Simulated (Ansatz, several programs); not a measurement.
MgO in the rocksalt structure, relaxed with r2SCAN in Ansatz (plane waves, PAW): space group Fm-3m (No. 225), cubic; a = 4.204 Å in the conventional setting, 9.29 Å³ an atom. Mg is surrounded by 6 O at 2.10 Å; O is surrounded by 6 Mg at 2.10 Å. The cell was then scaled with its shape and fractional coordinates held. Spin-unpolarised throughout; all numbers are computed.

```tsv
V (Å³/atom)	E (meV/atom)
8.732	19.37
9.011	4.60
9.290	0.00
9.847	15.72
```

(1) Pass a cubic E = c₀ + c₁u + c₂u² + c₃u³, with u = V − 9.220 Å³, through these points.

(2) Where is the minimum, and what bulk modulus follows?

(3) Predict the energy and the pressure at the withheld volume, 9.568 Å³.

Answers

(1) c₀ = 0.27, c₁ = -7.972, c₂ = 58.665, c₃ = -10.6229 (meV and Å³).

(2) dE/du = 0 at u = +0.069, so V₀ = 9.29 Å³. B = V₀ d²E/dV² = 9.29 × (2c₂ + 6c₃u) = 9.29 × 112.916 = 1049 meV/Å³, and 1 meV/Å³ is 0.16022 GPa: 168 GPa. A third-order Birch-Murnaghan fit to all five points gives 9.29 Å³ and 167 GPa.

(3) With u = +0.348: E ≈ 4.15 meV and P = −dE/dV ≈ -4.65 GPa. The run gives 4.11 meV and, from its stress, -4.63 GPa.
